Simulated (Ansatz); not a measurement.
# FH2NO2W: a ladder of functionals and wavefunction methods

The task here is to estimate one member of a computed series from the others.

The runs use Ansatz 0.2.0, Gaussian basis; functionals in def2-TZVPP, the program's frozen cores in correlated methods.

Plan: LDA (SPW92), PBE-D4, revPBE-D4, BLYP-D4, r2SCAN-D4, B97M-V, PBE0-D4, B3LYP-D4, r2SCANh-D4, r2SCAN0-D4, HSE06-D4, BHLYP-D4, CAM-B3LYP-D4, LC-ωPBE, ωB97X-V, ωB97M-V, B2PLYP, PBE-QIDH; CCSD(T)/def2-SVP; CCSD(T)/def2-TZVPP; MP2/def2-QZVPP; extrapolation to the limit; RPA on PBE.

## Structure used throughout

All runs share one geometry, relaxed beforehand with PBE0-D4 in a triple-zeta def2 set. W takes the def2 core potential; no spin-orbit term is included.

SMILES `[NH2][W](=[O])(=[O])[F]`, 7 atoms, charge 0, spin multiplicity 1.

Atoms are counted from 1 here; the program's logs count them from 0.

Bond lengths: N1–W2 1.929 Å, N1–H6 1.010 Å, N1–H7 1.010 Å, W2–O3 1.703 Å, W2–O4 1.703 Å, W2–F5 1.865 Å. Angles: W2–N1–H6 123.3°, W2–N1–H7 123.3°, H6–N1–H7 111.6°, N1–W2–O3 107.7°, N1–W2–O4 107.7°, N1–W2–F5 111.2°, O3–W2–O4 110.3°, O3–W2–F5 109.9°, O4–W2–F5 109.9°.

Coordinates:

```
N    -0.7915    0.7776    0.4254
W     0.5109   -0.4583   -0.2797
O     1.2112   -1.2802    1.0370
O    -0.3099   -1.5541   -1.2923
F     1.8319    0.4338   -1.2472
H    -0.7721    1.1223    1.3740
H    -1.6805    0.9589   -0.0172
```

The first run:

in.yaml reads:

```yaml
crystal:
  periodic: [false, false, false]
  atoms:
    - {symbol: N, position_ang: [-0.791459, 0.777566, 0.425375]}
    - {symbol: W, position_ang: [0.510877, -0.458290, -0.279717]}
    - {symbol: O, position_ang: [1.211248, -1.280158, 1.037016]}
    - {symbol: O, position_ang: [-0.309894, -1.554113, -1.292277]}
    - {symbol: F, position_ang: [1.831877, 0.433774, -1.247227]}
    - {symbol: H, position_ang: [-0.772142, 1.122346, 1.373997]}
    - {symbol: H, position_ang: [-1.680508, 0.958874, -0.017167]}
basis:
  gaussian: {orbitals: def2-TZVPP}
hamiltonian: {xc: lda}
output: {orbitals: {seedname: orbitals}}
```

Command:

```
$ ansatz run in.yaml --threads 4 --pin off --events-out ev --progress --plain --max-ram 10444MiB
```

Steps of the session up to this table: LDA; PBE-D4 (GGA); revPBE-D4 (GGA); BLYP-D4 (GGA); r2SCAN-D4 (meta-GGA); B97M-V (meta-GGA); PBE0-D4 (hybrid); B3LYP-D4 (hybrid); r2SCANh-D4 (hybrid); r2SCAN0-D4 (hybrid); HSE06-D4 (hybrid); BHLYP-D4 (hybrid); CAM-B3LYP-D4 (range-separated); LC-ωPBE (range-separated); ωB97X-V (range-separated); ωB97M-V (range-separated); B2PLYP (double hybrid); PBE-QIDH (double hybrid).

One of the session's tables, all rows but one given; the rest of the session is left out.

It belongs to the step «Orbital energies across the functionals». 

| functional | HOMO (eV) | LUMO (eV) | gap (eV) |
| --- | --- | --- | --- |
| LDA (SPW92) | -7.71 | -2.74 | 4.97 |
| PBE-D4 | -7.47 | -2.49 | 4.99 |
| revPBE-D4 | -7.38 | -2.39 | 4.99 |
| BLYP-D4 | -7.38 | -2.40 | 4.98 |
| r2SCAN-D4 | -7.85 | -2.38 | 5.46 |
| B97M-V | -7.92 | -2.28 | 5.64 |
| PBE0-D4 | -9.05 | -1.66 | 7.39 |
| B3LYP-D4 | -8.81 | -1.91 | 6.90 |
| r2SCANh-D4 | -8.46 | -2.07 | 6.39 |
| r2SCAN0-D4 | -9.30 | -1.59 | 7.70 |
| HSE06-D4 | -8.64 | -2.04 | 6.60 |
| BHLYP-D4 | -10.45 | -0.71 | 9.75 |
| CAM-B3LYP-D4 | -10.49 | -0.53 | 9.96 |
| LC-ωPBE | -11.85 | 0.70 | 12.54 |
| ωB97X-V | -11.47 | 0.62 | 12.08 |
| ωB97M-V | ? | ? | ? |

Q: Estimate the row for ωB97M-V from the others.

**Answer.** HOMO (eV): -11.38; LUMO (eV): 0.56; gap (eV): 11.94. In the column «HOMO (eV)» it lies between ωB97X-V (-11.47) and CAM-B3LYP-D4 (-10.49).
